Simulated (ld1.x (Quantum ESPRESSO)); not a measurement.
# A PAW potential for Ti, from input to tests

Do these settings give a usable potential? It is generated, then checked for transferability, scattering, ghosts and hardness.

Program: ld1.x (Quantum ESPRESSO) 7.5. Reference atom: PBE, scalar-relativistic, spherical and spin-unpolarised. All values are calculated.

## (1) Starting point

The settings as typed:

- element: titanium (Ti, Z = 22)
- type: PAW
- frozen core: [Ar]
- valence charge: 4
- reference configuration: 3d2 4s1.5 4p0.5
- partial waves: 4s (bound): rcut 2.50, rcutus 3.10 bohr; 4s channel at 0.05 Ry: rcut 2.50, rcutus 3.10 bohr; 4p (bound): rcut 3.20, rcutus 4.20 bohr; 4p channel at 1.9 Ry: rcut 3.20, rcutus 4.20 bohr; 3d (bound): rcut 1.20, rcutus 1.50 bohr; 3d channel at 0.25 Ry: rcut 1.20, rcutus 1.50 bohr
- local potential: all-electron potential smoothed inside 1.25 bohr (lloc = -1)
- core correction: Bessel-smoothed model core inside 1.25 bohr
- augmentation charge: PSQ, inside the norm-conserving radii

## (2) Generating the potential

Contents of Ti.in:

```
 &input
   title='Ti', zed=22., rel=1, dft='PBE', iswitch=3,
   config='[Ar] 3d2 4s1.5 4p0.5',
   nld=3, rlderiv=4.55, eminld=-2.0, emaxld=5.0, deld=0.02
 /
 &inputp
   pseudotype=3, lpaw=.true., tm=.true., lloc=-1, rcloc=1.25,
   nlcc=.true., new_core_ps=.true., rcore=1.25,
   which_augfun='PSQ', rmatch_augfun_nc=.true.,
   file_pseudopw='Ti.UPF', file_wfcaegen='ae.wfc', file_wfcncgen='nc.wfc', file_beta='beta', file_chi='chi', file_wfcusgen='us.wfc'
 /
6
4S  1  0   1.50   0.00  2.50  3.10  0.0
4S  1  0   0.00   0.05  2.50  3.10  0.0
4P  2  1   0.50   0.00  3.20  4.20  0.0
4P  2  1   0.00   1.90  3.20  4.20  0.0
3D  3  2   2.00   0.00  1.20  1.50  0.0
3D  3  2   0.00   0.25  1.20  1.50  0.0
 &test
   configts(1)='3d2 4s1.5 4p0.5'
 /
```

The run is started by

```sh
$ ld1.x < Ti.in > Ti.out
```

The output, Ti.out (without the banner and most projector matrices):

```text
     Program LD1 v.7.5
     --------------------------- All-electron run ----------------------------

     Ti
     scalar relativistic calculation

     atomic number is 22.00
     dft =PBE   lsd =0 sic =0 latt =0  beta=0.20 tr2=1.0E-14
     Exchange-correlation= PBE
                           (   1   4   3   4   0   0   0)
     mesh =1177 r(mesh) = 100.37945 a.u. xmin = -7.00 dx = 0.01250
     1 Ry =  13.60569312 eV, c = 137.03599908

     n l     nl                  e(Ry)          e(Ha)          e(eV)
     1 0     1S 1( 2.00)      -357.9076      -178.9538     -4869.5807
     2 0     2S 1( 2.00)       -39.5131       -19.7566      -537.6036
     2 1     2P 1( 6.00)       -32.7016       -16.3508      -444.9278
     3 0     3S 1( 2.00)        -4.6539        -2.3270       -63.3202
     3 1     3P 1( 6.00)        -2.9067        -1.4533       -39.5474
     3 2     3D 1( 2.00)        -0.3595        -0.1797        -4.8912
     4 0     4S 1( 1.50)        -0.3575        -0.1788        -4.8647
     4 1     4P 1( 0.50)        -0.1314        -0.0657        -1.7875

     final scf error:  3.9E-15 reached in  24 iterations

     Etot =   -1707.019498 Ry,    -853.509749 Ha,  -23225.183448 eV

     Ekin =    1721.390441 Ry,     860.695220 Ha,   23420.710078 eV
     Encl =   -4057.243368 Ry,   -2028.621684 Ha,  -55201.608188 eV
     Eh   =     712.633990 Ry,     356.316995 Ha,    9695.879379 eV
     Exc  =     -83.800561 Ry,     -41.900281 Ha,   -1140.164718 eV

     normalization and overlap integrals

     s(1S/1S) =  1.000000  <r> =   0.0696  <r2> =    0.0065  r(max) =   0.0455
     s(2S/2S) =  1.000000  <r> =   0.3249  <r2> =    0.1249  r(max) =   0.2682
     s(2P/2P) =  1.000000  <r> =   0.2899  <r2> =    0.1037  r(max) =   0.2196
     s(3S/3S) =  1.000000  <r> =   1.0070  <r2> =    1.1699  r(max) =   0.8685
     s(3P/3P) =  1.000000  <r> =   1.0858  <r2> =    1.3898  r(max) =   0.9016
     s(3D/3D) =  1.000000  <r> =   1.5932  <r2> =    3.4414  r(max) =   0.9841
     s(4S/4S) =  1.000000  <r> =   3.4753  <r2> =   13.9212  r(max) =   2.8834
     s(4P/4P) =  1.000000  <r> =   4.7613  <r2> =   26.7004  r(max) =   3.7489

     ------------------------ End of All-electron run ------------------------

     --------------------- Generating PAW atomic setup --------------------

      Generating local potential from pseudized AE potential:
      Matching radius rcloc =   1.2500

      Local pseudo, rcloc= 1.264 Estimated cut-off energy=    15.40 Ry

      Computing core charge for nlcc:

       r > 1.26 : true rho core
      Core charge pseudized with two Bessel functions
      Integrated core pseudo-charge :  10.42
      Wfc-us  4S rcutus= 3.108  Estimated cut-off energy=     4.70 Ry
      Wfc-us  4S rcutus= 3.108  Estimated cut-off energy=     5.49 Ry
      Wfc-us  4P rcutus= 4.195  Estimated cut-off energy=     4.33 Ry
      Wfc-us  4P rcutus= 4.195  Estimated cut-off energy=     4.51 Ry
      Wfc-us  3D rcutus= 1.505  Estimated cut-off energy=    50.18 Ry
      Wfc-us  3D rcutus= 1.505  Estimated cut-off energy=    53.00 Ry

     Required augmentation: PSQ   radius:    4.200000

     Q pseudized with Bessel functions
     Expected ecutrho=     293.1857 due to l1=  2   l2=  2

     Estimated PAW energy =  -86.986719 Ryd

     The PAW screened D coefficients
     0.98344     0.87011     0.00000     0.00000     0.00000     0.00000
     0.87011     0.77171     0.00000     0.00000     0.00000     0.00000
     0.00000     0.00000     0.20022     0.26012     0.00000     0.00000
     0.00000     0.00000     0.26012     0.45865     0.00000     0.00000
     0.00000     0.00000     0.00000     0.00000    -0.69609    -0.46162
     0.00000     0.00000     0.00000     0.00000    -0.46162    -0.30074

     The PAW descreened D coefficients (US)
     0.46325     0.36916     0.00000     0.00000     0.00000     0.00000
     0.36916     0.29230     0.00000     0.00000     0.00000     0.00000
     0.00000     0.00000     0.10480    -0.06637     0.00000     0.00000
     0.00000     0.00000    -0.06637    -0.30810     0.00000     0.00000
     0.00000     0.00000     0.00000     0.00000     1.48120     1.18958
     0.00000     0.00000     0.00000     0.00000     1.18958     0.93557

     ------------------- End of pseudopotential generation -------------------

     [... the all-electron block is printed once more ...]


     Computing logarithmic derivative in   4.55045
     Computing logarithmic derivative in   4.55045
     Computing the partial wave expansion
     R is outside the sphere for l=    0 j= 0.00
     R is outside the sphere for l=    0 j= 0.00
     R is outside the sphere for l=    1 j= 0.00
     R is outside the sphere for l=    1 j= 0.00
     R is outside the sphere for l=    2 j= 0.00
     R is outside the sphere for l=    2 j= 0.00

     ---------------------- Testing the pseudopotential ----------------------

     Ti
     scalar relativistic calculation

     atomic number is 22.00   valence charge is  4.00
     dft = SLA  PW   PBX  PBC   lsd =0 sic =0 latt =0  beta=0.20 tr2=1.0E-14
     mesh =1177 r(mesh) = 100.37945 xmin = -7.00 dx = 0.01250

     n l     nl             e AE (Ry)        e PS (Ry)    De AE-PS (Ry)
     3 2     3D   1( 2.00)       -0.35950       -0.35950        0.00000
     1 0     4S   1( 1.50)       -0.35755       -0.35755        0.00000
     2 1     4P   1( 0.50)       -0.13138       -0.13138        0.00000

     eps = 5.1E-16  iter =  3

     Etot =   -1707.019498 Ry,    -853.509749 Ha,  -23225.183448 eV
     Etotps =   -86.986721 Ry,     -43.493361 Ha,   -1183.514632 eV

     Ekin =      17.958512 Ry,       8.979256 Ha,     244.338006 eV
     Encl =     -26.904782 Ry,     -13.452391 Ha,    -366.058207 eV
     Ehrt =       5.760108 Ry,       2.880054 Ha,      78.370262 eV
     Ecxc =     -83.800559 Ry,     -41.900280 Ha,   -1140.164694 eV
     (Ecc =     -16.587041 Ry,      -8.293521 Ha,    -225.678194 eV)

     ---------------------- End of pseudopotential test ----------------------
```

It took 1.2 s on 1 thread, shared host. This counts the later configuration tests of the new file too.

Partial waves on a coarse radial grid (AE all-electron, PS pseudo):

```
r (bohr)    4p AE   4p PS
   0.210   0.1016  0.0055
   0.420  -0.0483  0.0217
   0.630  -0.1669  0.0477
   0.840  -0.1860  0.0821
   1.050  -0.1362  0.1230
   1.260  -0.0541  0.1684
   1.470   0.0370  0.2161
   1.680   0.1249  0.2637
   1.890   0.2040  0.3095
   2.100   0.2726  0.3516
   2.310   0.3303  0.3888
   2.520   0.3778  0.4203
   2.730   0.4158  0.4457
   2.940   0.4450  0.4650
   3.150   0.4662  0.4786
   3.360   0.4802  0.4870
   3.570   0.4878  0.4909
   3.780   0.4900  0.4910
   3.990   0.4875  0.4877
   4.200   0.4812  0.4812
   4.410   0.4718  0.4718
   4.620   0.4599  0.4599
   4.830   0.4461  0.4461
   5.040   0.4309  0.4309
   5.250   0.4147  0.4147
   5.460   0.3979  0.3979
```

## (3) Transferability test

Contents of Ti.test.in:

```
 &input
   title='Ti', zed=22., rel=1, dft='PBE', iswitch=2,
   config='[Ar] 3d2 4s1.5 4p0.5'
 /
 &test
   file_pseudo='Ti.UPF', nconf=8,
   configts(1)='3d2 4s1.5 4p0.5',
   configts(2)='3d2 4s2 4p0',
   configts(3)='3d2 4s1 4p0',
   configts(4)='3d2 4s0 4p0',
   configts(5)='3d2 4s0 4p2',
   configts(6)='3d3 4s1 4p0',
   configts(7)='3d2 4s0 4p1',
   configts(8)='3d1 4s2 4p1'
 /
```

The run is started by

```sh
$ ld1.x < Ti.test.in > Ti.test.out
```

Ti.test.out, the pseudopotential blocks, each with the warnings that came before it:

```text
     ---------------------- Testing the pseudopotential ----------------------

     Ti
     scalar relativistic calculation

     atomic number is 22.00   valence charge is  4.00
     dft =SLA  PW   PBX  PBC   lsd =0 sic =0 latt =0  beta=0.20 tr2=1.0E-14
     mesh =1177 r(mesh) = 100.37945 xmin = -7.00 dx = 0.01250

     n l     nl             e AE (Ry)        e PS (Ry)    De AE-PS (Ry)
     3 2     3D   1( 2.00)       -0.35950       -0.35950        0.00000
     1 0     4S   1( 1.50)       -0.35755       -0.35755        0.00000
     2 1     4P   1( 0.50)       -0.13138       -0.13138        0.00000

     eps = 5.1E-16  iter =  3

     Etot =   -1707.019498 Ry,    -853.509749 Ha,  -23225.183448 eV
     Etotps =   -86.986721 Ry,     -43.493361 Ha,   -1183.514632 eV

     Ekin =      17.958512 Ry,       8.979256 Ha,     244.338006 eV
     Encl =     -26.904782 Ry,     -13.452391 Ha,    -366.058207 eV
     Ehrt =       5.760108 Ry,       2.880054 Ha,      78.370262 eV
     Ecxc =     -83.800559 Ry,     -41.900280 Ha,   -1140.164694 eV
     (Ecc =     -16.587041 Ry,      -8.293521 Ha,    -225.678194 eV)

     ---------------------- End of pseudopotential test ----------------------

     ---------------------- Testing the pseudopotential ----------------------

     Ti
     [...]
     n l     nl             e AE (Ry)        e PS (Ry)    De AE-PS (Ry)
     3 2     3D   1( 2.00)       -0.31302       -0.31290       -0.00012
     1 0     4S   1( 2.00)       -0.32830       -0.32826       -0.00004
     2 1     4P   1( 0.00)       -0.10777       -0.10778        0.00002

     eps = 5.7E-15  iter = 10

     Etot =   -1707.131133 Ry,    -853.565567 Ha,  -23226.702321 eV
     Etotps =   -87.098353 Ry,     -43.549177 Ha,   -1185.033464 eV
     dEtot_ae =      -0.111635 Ry
     dEtot_ps =      -0.111632 Ry,   Delta E=      -0.000003 Ry

     [...]
     ---------------------- End of pseudopotential test ----------------------

     Warning: n=2, l=1 expected 0 nodes, found 1
     ---------------------- Testing the pseudopotential ----------------------

     Ti
     [...]
     n l     nl             e AE (Ry)        e PS (Ry)    De AE-PS (Ry)
     3 2     3D   1( 2.00)       -0.83550       -0.83525       -0.00026
     1 0     4S   1( 1.00)       -0.76075       -0.76094        0.00019
     2 1     4P   1( 0.00)       -0.48549       -0.48549        0.00000

     eps = 8.5E-16  iter =  9

     Etot =   -1706.591160 Ry,    -853.295580 Ha,  -23219.355616 eV
     Etotps =   -86.558293 Ry,     -43.279147 Ha,   -1177.685576 eV
     dEtot_ae =       0.428338 Ry
     dEtot_ps =       0.428428 Ry,   Delta E=      -0.000090 Ry

     [...]
     ---------------------- End of pseudopotential test ----------------------

     ---------------------- Testing the pseudopotential ----------------------

     Ti
     [...]
     n l     nl             e AE (Ry)        e PS (Ry)    De AE-PS (Ry)
     3 2     3D   1( 2.00)       -1.44648       -1.45151        0.00503  !
     1 0     4S   1( 0.00)       -1.24186       -1.24339        0.00152
     2 1     4P   1( 0.00)       -0.91224       -0.91224        0.00000

     eps = 9.1E-15  iter =  8

     Etot =   -1705.593615 Ry,    -852.796807 Ha,  -23205.783315 eV
     Etotps =   -85.559995 Ry,     -42.779997 Ha,   -1164.103031 eV
     dEtot_ae =       1.425883 Ry
     dEtot_ps =       1.426726 Ry,   Delta E=      -0.000843 Ry

     [...]
     ---------------------- End of pseudopotential test ----------------------

     BEWARE! Errors in PS-KS equations
     Warning: n=1, l=0 expected 0 nodes, found 2
     Warning: n=3, l=2 expected 0 nodes, found 1
     ---------------------- Testing the pseudopotential ----------------------

     Ti
     [...]
     n l     nl             e AE (Ry)        e PS (Ry)    De AE-PS (Ry)
     3 2     3D   1( 2.00)       -0.48476       -0.63544        0.15069  !
     1 0     4S   1( 0.00)       -0.43039       -0.43039        0.00000
     2 1     4P   1( 2.00)       -0.18992       -0.18992        0.00000

     eps = 4.0E-29  iter =  6

     Etot =   -1706.669001 Ry,    -853.334501 Ha,  -23220.414691 eV
     Etotps =   -81.804664 Ry,     -40.902332 Ha,   -1113.009154 eV
     dEtot_ae =       0.350497 Ry
     dEtot_ps =       5.182057 Ry,   Delta E=      -4.831560 Ry

     [...]
     ---------------------- End of pseudopotential test ----------------------
```

4 tests gave no usable energy difference (3d2 4s0 4p2; 3d3 4s1 4p0; 3d2 4s0 4p1; 3d1 4s2 4p1); the test run stopped with "negative rho".

Excitation and ionisation energies from 3d2 4s1.5 4p0.5, with the error of the potential. A star marks tests that logged a warning.

| valence configuration | charge | ΔE all-electron (eV) | error AE − PS (meV) |
| --- | --- | --- | --- |
| 3d2 4s2 4p0 | 0 | -1.519 | 0.0 |
| 3d2 4s1 4p0 * | +1 | 5.828 | -1.2 |
| 3d2 4s0 4p0 | +2 | 19.400 | -11 |

## (4) Does it scatter like the atom?

Taken from the files of the generation run. The phase is arctan(r·u′/u) with u = r·R, unwrapped, with energies in Ry. A pole is an energy at which the radial function vanishes at the test radius. The pseudo phase is shifted by a multiple of π to meet the all-electron one at the reference energy. Levels narrower than the energy grid can be missing from the poles. The last column is the largest difference on the grid between −1 and +1 Ry.

| channel | radius (bohr) | reference (Ry) | poles AE | poles PS | window around the reference with phases within 0.05 rad (Ry) | largest difference near zero (rad) |
| --- | --- | --- | --- | --- | --- | --- |
| s | 4.55 | -0.36 | -0.10, 2.21 | -0.10, 2.18, 4.75 | below 3.1 | 0.007 |
| p | 4.55 | -0.13 | 0.33, 2.72 | 0.25, 0.41, 2.71 | below 0.2 | 3.129 |
| d | 4.55 | -0.36 | -0.34, 1.14, 3.60 | -0.34, 1.14, 3.60 | the whole range | 0.000 |

Phases (rad) along the scan:

| E (Ry) | p AE | p PS | d AE | d PS |
| --- | --- | --- | --- | --- |
| -2.00 | 1.404 | 1.403 | 1.415 | 1.415 |
| -1.52 | 1.375 | 1.373 | 1.391 | 1.391 |
| -1.04 | 1.319 | 1.317 | 1.352 | 1.352 |
| -0.56 | 1.156 | 1.153 | 1.247 | 1.247 |
| -0.08 | -0.866 | -0.867 | -1.960 | -1.960 |
| 0.40 | -1.604 | -4.700 | -3.538 | -3.538 |
| 0.88 | -1.820 | -4.950 | -4.603 | -4.603 |
| 1.36 | -3.049 | -6.168 | -4.779 | -4.779 |
| 1.84 | -4.488 | -7.630 | -4.980 | -4.980 |
| 2.32 | -4.649 | -7.791 | -6.909 | -6.910 |
| 2.80 | -4.722 | -7.866 | -7.696 | -7.696 |
| 3.28 | -4.785 | -7.935 | -7.811 | -7.811 |
| 3.76 | -4.883 | -8.070 | -7.873 | -7.873 |
| 4.24 | -5.341 | -9.671 | -7.935 | -7.935 |
| 4.72 | -7.509 | -10.814 | -8.055 | -8.056 |

## (5) Cutoff and ghost test in a Bessel basis

A separate test, outside the generator: the pseudo-atom's Hamiltonian at the reference potential is diagonalised in spherical Bessel functions j_l(qr) that vanish at 20 bohr, with q² up to the cutoff.

All-electron valence levels (Ry): 4s -0.3575, 4p -0.1314, 3d -0.3595. The lowest levels of each channel (Ry) by cutoff; the last column sums, over occupied levels, occupation times the distance from the level at 400 Ry. A positive value at high cutoff is not a bound level.

```csv
cutoff (Ry),s #1,s #2,p #1,d #1,f #1,Σ f·Δε (mRy)
8,-7.1189,-0.3575,-0.1314,0.0101,0.0900,739.3
15,-27.9147,-0.3575,-0.1314,0.0029,0.0900,724.8
25,-39.6905,-0.3575,-0.1314,-0.0084,0.0900,702.2
40,-41.6796,-0.3575,-0.1314,-0.3555,0.0900,8.1
45,-41.7145,-0.3575,-0.1314,-0.3585,0.0900,2.1
60,-41.7467,-0.3575,-0.1314,-0.3590,0.0900,1.0
70,-41.7488,-0.3575,-0.1314,-0.3593,0.0900,0.4
90,-41.7493,-0.3575,-0.1314,-0.3595,0.0900,0.1
400,-41.7497,-0.3575,-0.1314,-0.3595,0.0900,0.0
```

The sum stays within 10 mRy from 40 Ry and within 1 mRy from 70 Ry. The sum leaves out empty levels, which can need more. Ghost test: ghost state, bound below the all-electron valence or empty levels of the same l: s at -568.0 eV.

## (6) Outcome

| quantity | value |
| --- | --- |
| cutoffs for 10 and 1 mRy, occupied levels | 40 Ry and 70 Ry |
| bound ghosts | s at -568.03 eV |
| largest test error (AE − PS) | -11 meV, for 3d2 4s0 4p0 (4 tests unsolved) |
| largest phase difference near zero energy, channels read | 3.129 rad |
| lowest eigenvalue of the overlap (Bessel basis) | 0.055 (s) |
| density cutoff estimated by the generator | 293 Ry |

In words: A bound ghost (s) makes it unfit for use: electrons can fall into a state that the atom doesn't have. Close by lies the frozen 2s level (-537.6 eV). By total energies transferability is good where solved: the largest error is 11 meV on 19.4 eV, for 3d2 4s0 4p0. Atomic tests can pass in spite of a ghost, since they solve only for the levels asked. The test run broke off, so later configurations gave nothing; the verdict rests on few tests. It counts as of middling hardness, with 40 Ry needed at the looser tolerance. The slowest occupied level is 3d: taken alone it needs 50 Ry to come within 1 mRy, against 6 Ry or less for 4s. Near zero energy the largest phase difference among the channels read is 3.13 rad, in the p channel. A step near π is an extra or missing state, not a misfit of shape.
